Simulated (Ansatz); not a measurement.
# Hf7AlO16: the cost of one run

Method: DFT, PBE, plane-wave PAW, default files, scalar-relativistic, as far as a step names no other, in Ansatz 0.2.0.

## (1) Starting point

It takes space group P1 (No. 1, triclinic). Conventional cell: a = 6.732 Å, b = 7.286 Å, c = 7.286 Å, α = 90.75°, β = 116.39°, γ = 116.39°. Al (site symmetry 1) is surrounded by 7 O at 2.00 to 2.28 Å. Hf (site symmetry 1) has 7 O at 2.03 to 2.25 Å as nearest neighbours. Only part of the 24 independent sites is listed.

Structure file:

```
Al Hf O
1.0
    -0.85866    5.18570    5.21387
     4.25934    0.00000    5.21387
     5.11800    5.18570    0.00000
Al Hf O
1 7 16
Direct
  0.99154 0.22975 0.06152
  0.48610 0.72190 0.55360
  0.05360 0.23840 0.48610
  0.55360 0.73840 0.98610
  0.51390 0.27810 0.44640
  0.01390 0.77810 0.94640
  0.44640 0.26160 0.01390
  0.94640 0.76160 0.51390
  0.39475 0.08535 0.36335
  0.89475 0.58535 0.86335
  0.86335 0.15655 0.39475
  0.36335 0.65655 0.89475
  0.10525 0.41465 0.13665
  0.60525 0.91465 0.63665
  0.63665 0.34345 0.10525
  0.13665 0.84345 0.60525
  0.30205 0.04465 0.02955
  0.80205 0.54465 0.52955
  0.02955 0.12375 0.80205
  0.52955 0.62375 0.30205
  0.19795 0.45535 0.47045
  0.69795 0.95535 0.97045
  0.47045 0.37625 0.69795
  0.97045 0.87625 0.19795
```

Atom 1 of the input is the impurity.

## (2) Relaxation of the positions

input.yaml

```yaml
crystal:
  lattice:
    - [-0.8586630598, 5.1857, 5.2138671406]
    - [4.2593369402, 0.0, 5.2138671406]
    - [5.118, 5.1857, 0.0]
  atoms:
    - { symbol: Al, position: [0.9915409651, 0.2297470667, 0.0615192432], spin: 1.0 }
    - { symbol: Hf, position: [0.4861, 0.7219, 0.5536] }
    - { symbol: Hf, position: [0.0536, 0.2384, 0.4861] }
    - { symbol: Hf, position: [0.5536, 0.7384, 0.9861] }
    - { symbol: Hf, position: [0.5139, 0.2781, 0.4464] }
    - { symbol: Hf, position: [0.0139, 0.7781, 0.9464] }
    - { symbol: Hf, position: [0.4464, 0.2616, 0.0139] }
    - { symbol: Hf, position: [0.9464, 0.7616, 0.5139] }
    - { symbol: O, position: [0.39475, 0.08535, 0.36335] }
    - { symbol: O, position: [0.89475, 0.58535, 0.86335] }
    - { symbol: O, position: [0.86335, 0.15655, 0.39475] }
    - { symbol: O, position: [0.36335, 0.65655, 0.89475] }
    - { symbol: O, position: [0.10525, 0.41465, 0.13665] }
    - { symbol: O, position: [0.60525, 0.91465, 0.63665] }
    - { symbol: O, position: [0.63665, 0.34345, 0.10525] }
    - { symbol: O, position: [0.13665, 0.84345, 0.60525] }
    - { symbol: O, position: [0.30205, 0.04465, 0.02955] }
    - { symbol: O, position: [0.80205, 0.54465, 0.52955] }
    - { symbol: O, position: [0.02955, 0.12375, 0.80205] }
    - { symbol: O, position: [0.52955, 0.62375, 0.30205] }
    - { symbol: O, position: [0.19795, 0.45535, 0.47045] }
    - { symbol: O, position: [0.69795, 0.95535, 0.97045] }
    - { symbol: O, position: [0.47045, 0.37625, 0.69795] }
    - { symbol: O, position: [0.97045, 0.87625, 0.19795] }
magnetization:
  spin_polarized: true
kpoints:
  mp_grid: { grid: [3, 3, 3] }
scf:
  occupations: { method: fermi_dirac, width: 0.01 }
hamiltonian:
  xc: pbe
  pseudopotentials: { kind: paw }
output:
  forces: true
  stress: true
  populations: true
  efg:
    quadrupole_moments_barn: { Al: 0.1466, Hf: 3.365, O: -0.02558 }
    contact_densities: true
relax:
  f_tol: 0.03
  max_steps: 40
```

Run with:

```
ansatz run input.yaml --threads 4 --pin off --max-ram 10240MiB --backend cpu --events-out ev --progress --plain --runs-dir out
```

What time and memory should one allow on 4 threads of Arm Neoverse N1, shared host?

About 22 min, with a peak of 2.2 GiB.
